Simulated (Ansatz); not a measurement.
# GaClF₂: ionisation energy by level of theory

Aim: the vertical ionisation energy of GaClF₂, as cation minus neutral at the neutral's geometry, on several levels, and how well −ε(HOMO) stands in for it.

The runs use Ansatz 0.2.0, Gaussian basis; unrestricted cation, the program's frozen cores in correlated methods.

Levels to be run: UKS PBE-D4/def2-TZVPP; UKS r2SCAN-D4/def2-TZVPP; UKS PBE0-D4/def2-TZVPP; UKS B3LYP-D4/def2-TZVPP; UKS wB97X-V/def2-TZVPP; UKS wB97M-V/def2-TZVPP; UKS B2PLYP/def2-TZVPP; UHF-CCSD(T)/def2-TZVPP; UHF-CCSD(T)/def2-QZVPP; extrapolation to the limit; then −ε(HOMO) from the neutral's earlier runs with LDA (SPW92), PBE-D4, revPBE-D4, BLYP-D4, r2SCAN-D4, B97M-V, PBE0-D4, B3LYP-D4, r2SCANh-D4, r2SCAN0-D4, HSE06-D4, BHLYP-D4, CAM-B3LYP-D4, LC-ωPBE, ωB97X-V, ωB97M-V.

### Step 1. The relaxed structure

All runs share one geometry, relaxed beforehand with PBE0-D4 in a triple-zeta def2 set.

SMILES `[F][Ga]([F])[Cl]`, 4 atoms, charge 0, spin multiplicity 1.

Atoms are counted from 1 here; the program's logs count them from 0.

Bond lengths: F1–Ga2 1.729 Å, Ga2–F3 1.729 Å, Ga2–Cl4 2.096 Å. Angles: F1–Ga2–F3 116.7°, F1–Ga2–Cl4 121.7°, F3–Ga2–Cl4 121.7°.

### Step 2. Cation, UKS PBE-D4/def2-TZVPP

Contents of in.yaml:

```yaml
crystal:
  periodic: [false, false, false]
  atoms:
    - {symbol: F, position_ang: [-0.892394, -0.482286, 1.437600]}
    - {symbol: Ga, position_ang: [0.041252, -0.052714, 0.047471]}
    - {symbol: F, position_ang: [1.684004, -0.590535, 0.019361]}
    - {symbol: Cl, position_ang: [-0.777262, 1.065336, -1.524732]}
basis:
  gaussian: {orbitals: def2-TZVPP}
total_charge: 1
magnetization: {spin_polarized: true, initial_magnetization: 1}
hamiltonian: {xc: pbe, dispersion: d4}
```

The run is started by

```
ansatz run in.yaml --threads 2 --pin off --events-out ev --progress --plain --max-ram 22528MiB --backend cpu
```

The runs that follow: Cation, UKS r2SCAN-D4/def2-TZVPP; Cation, UKS PBE0-D4/def2-TZVPP; Cation, UKS B3LYP-D4/def2-TZVPP; Cation, UKS wB97X-V/def2-TZVPP; Cation, UKS wB97M-V/def2-TZVPP; Cation, UKS B2PLYP (frozen core)/def2-TZVPP; Cation, UHF-CCSD(T)/def2-TZVPP; Cation, UHF-CCSD(T)/def2-QZVPP.

Q: Predict the results of all the runs planned. Wanted: ionisation energy, CCSD(T)/CBS; nearest functional by difference; nearest −ε(HOMO); −ε(HOMO) of PBE; T1 of the cation.

The runs gave:

```
                        quantity               value
  ionisation energy, CCSD(T)/CBS            13.01 eV
nearest functional by difference  ωB97X-V (-0.13 eV)
                nearest −ε(HOMO)  LC-ωPBE (-0.06 eV)
                 −ε(HOMO) of PBE             8.58 eV
                T1 of the cation               0.018
```

In words: Energy differences with functionals land within 0.74 eV of the reference. −ε(HOMO) of PBE misses by 4.4 eV, since self-interaction lifts the level. Among orbital estimates LC-ωPBE comes nearest. Hartree-Fock falls 1.16 eV short, as the neutral has more correlation energy than the cation. The cation may have settled in a state other than its lowest; no search over hole states beyond the program's own was made. Correlated methods include outer-core shells of Ga, which these sets cover unevenly. With outer-core shells in play the reference is unsure by up to some tenths of an eV, so close misses can't be ranked.
